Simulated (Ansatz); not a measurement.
# MnBr3 (ReO3 type): a single-point run

Aim: a sound single-point run of MnBr3 (ReO3 type). The structure is shown as the input types it.

Program: Ansatz 0.2.0. Level of theory: DFT PBE+U, scalar-relativistic, plane waves, PAW. These are calculated values, not measurements.

1 further run of the same task is left out (it didn't finish). Runs told in other sessions of the task aren't counted.

## (1) Starting point

Symmetry: Pm-3m, No. 221, cubic system. Conventional cell: a = 5.259 Å, b = 5.259 Å, c = 5.259 Å, α = 90.00°, β = 90.00°, γ = 90.00°. Mn (site symmetry m-3m) has 6 Br at 2.63 Å in its first shell of neighbours. Around Br (site symmetry 4/mmm) lie 2 Mn at 2.63 Å.

As a file:

```
CELL_PARAMETERS angstrom
5.25880 0.00000 0.00000
0.00000 5.25880 0.00000
0.00000 0.00000 5.25880
ATOMIC_POSITIONS crystal
Mn 0.00000 0.00000 0.00000
Br 0.50000 0.00000 0.00000
Br 0.00000 0.00000 0.50000
Br 0.00000 0.50000 0.00000
```

## (2) Running it

The input, input.yaml:

```yaml
crystal:
  lattice:
    - [5.2587987604, 0.0, 0.0]
    - [0.0, 5.2587987604, 0.0]
    - [0.0, 0.0, 5.2587987604]
  atoms:
    - { symbol: Mn, position: [0.0, 0.0, 0.0], spin: 4.0 }
    - { symbol: Br, position: [0.5, 0.0, 0.0] }
    - { symbol: Br, position: [0.0, 0.0, 0.5] }
    - { symbol: Br, position: [0.0, 0.5, 0.0] }
basis:
  ecutwfc: 420
  ecutrho_ratio: 4
kpoints:
  mp_grid: { grid: [1, 1, 1] }
hamiltonian:
  xc: pbe
  hubbard: { sites: [{ species: Mn, l: d, u_eff: 3.9 }] }
scf:
  occupations: { method: gaussian, width: 0.05 }
  max_iter: 60
output:
  forces: true
  stress: true
magnetization:
  spin_polarized: true
```

On the command line:

```sh
$ ansatz run input.yaml --threads 2 --pin off --max-ram 2662MiB --backend cpu --events-out ev --progress --plain --runs-dir out
```

**Question.** How will this run end, and is anything wrong with its input?

The run converged and reported no error, with warnings (stability check not made). Convergence says nothing about whether the input makes sense.

Look at the input: kpoints.mp_grid.grid is [1, 1, 1]. One k-point can't sample the Brillouin zone of so small a cell.

The test: set kpoints.mp_grid.grid to [6, 6, 6].
